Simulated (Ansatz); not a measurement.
# CH3F3SeSiZn: vertical ionisation energy

One table from this session's results is given with a row withheld; the runs are named, their logs left out.

The runs use Ansatz 0.2.0, Gaussian basis; unrestricted cation, the program's frozen cores in correlated methods.

Levels to be run: UKS PBE-D4/def2-TZVPP; UKS r2SCAN-D4/def2-TZVPP; UKS PBE0-D4/def2-TZVPP; UKS B3LYP-D4/def2-TZVPP; UKS wB97X-V/def2-TZVPP; UKS wB97M-V/def2-TZVPP; UKS B2PLYP (frozen core with filled d shells)/def2-TZVPP; UHF-CCSD(T) with filled d shells/def2-TZVPP; UHF-MP2 with filled d shells/def2-QZVPP; extrapolation to the limit; then −ε(HOMO) from the neutral's earlier runs with LDA (SPW92), PBE-D4, revPBE-D4, BLYP-D4, r2SCAN-D4, B97M-V, PBE0-D4, B3LYP-D4, r2SCANh-D4, r2SCAN0-D4, HSE06-D4, BHLYP-D4, CAM-B3LYP-D4, LC-ωPBE, ωB97X-V, ωB97M-V.

## The geometry

An earlier PBE0-D4 in a triple-zeta def2 set relaxation fixed the geometry.

SMILES `[CH3][Zn][Se][Si](F)(F)F`, 10 atoms, charge 0, spin multiplicity 1.

Atoms are counted from 1 here; the program's logs count them from 0.

Bond lengths: C1–Zn2 1.933 Å, C1–H8 1.091 Å, C1–H9 1.091 Å, C1–H10 1.091 Å, Zn2–Se3 2.327 Å, Se3–Si4 2.208 Å, Si4–F5 1.576 Å, Si4–F6 1.576 Å, Si4–F7 1.593 Å. Angles: Zn2–C1–H8 109.6°, Zn2–C1–H9 110.6°, Zn2–C1–H10 110.4°, H8–C1–H9 108.8°, H8–C1–H10 108.7°, H9–C1–H10 108.8°, C1–Zn2–Se3 176.3°, Zn2–Se3–Si4 89.5°, Se3–Si4–F5 113.4°, Se3–Si4–F6 113.4°, Se3–Si4–F7 110.7°, F5–Si4–F6 106.1°, F5–Si4–F7 106.4°, F6–Si4–F7 106.3°.

The first run:

Input file in.yaml:

```yaml
crystal:
  periodic: [false, false, false]
  atoms:
    - {symbol: C, position_ang: [0.755790, -2.347444, 0.061085]}
    - {symbol: Zn, position_ang: [0.789088, -0.465267, 0.497988]}
    - {symbol: Se, position_ang: [0.950309, 1.774810, 1.107237]}
    - {symbol: Si, position_ang: [-0.818857, 2.219487, -0.136610]}
    - {symbol: F, position_ang: [-0.529066, 3.254403, -1.289430]}
    - {symbol: F, position_ang: [-2.029579, 2.806634, 0.684016]}
    - {symbol: F, position_ang: [-1.356310, 0.897660, -0.844079]}
    - {symbol: H, position_ang: [0.157583, -2.503429, -0.838424]}
    - {symbol: H, position_ang: [1.766449, -2.717006, -0.120594]}
    - {symbol: H, position_ang: [0.314583, -2.919838, 0.878822]}
basis:
  gaussian: {orbitals: def2-TZVPP}
total_charge: 1
magnetization: {spin_polarized: true, initial_magnetization: 1}
hamiltonian: {xc: pbe, dispersion: d4}
```

Among the steps run: Cation, UKS PBE-D4/def2-TZVPP; Cation, UKS r2SCAN-D4/def2-TZVPP; Cation, UKS PBE0-D4/def2-TZVPP; Cation, UKS B3LYP-D4/def2-TZVPP; Cation, UKS wB97X-V/def2-TZVPP; Cation, UKS wB97M-V/def2-TZVPP; Cation, UKS B2PLYP (frozen core with filled d shells)/def2-TZVPP; Cation, UHF-CCSD(T) with filled d shells/def2-TZVPP; Cation, UHF-MP2 with filled d shells/def2-QZVPP.

One table of the session follows, with a row left open; its other results are not shown here.

Orbital estimates, from the neutral's runs:

| functional | −ε(HOMO) (eV) |
| --- | --- |
| LDA (SPW92) | 6.69 |
| PBE-D4 | 6.50 |
| revPBE-D4 | 6.43 |
| BLYP-D4 | 6.30 |
| r2SCAN-D4 | 6.80 |
| B97M-V | 6.82 |
| PBE0-D4 | 7.67 |
| B3LYP-D4 | 7.40 |
| r2SCANh-D4 | 7.22 |
| r2SCAN0-D4 | 7.87 |
| HSE06-D4 | 7.27 |
| BHLYP-D4 | 8.65 |
| CAM-B3LYP-D4 | 8.92 |
| LC-ωPBE | 10.29 |
| ωB97X-V | ? |
| ωB97M-V | 9.80 |

Estimate the missing values for ωB97X-V.

The run gave: −ε(HOMO) (eV): 9.94. In the column «−ε(HOMO) (eV)» it lies between ωB97M-V (9.80) and LC-ωPBE (10.29).

To keep in mind: The cation may have settled in a state other than its lowest; no search over hole states beyond the program's own was made.
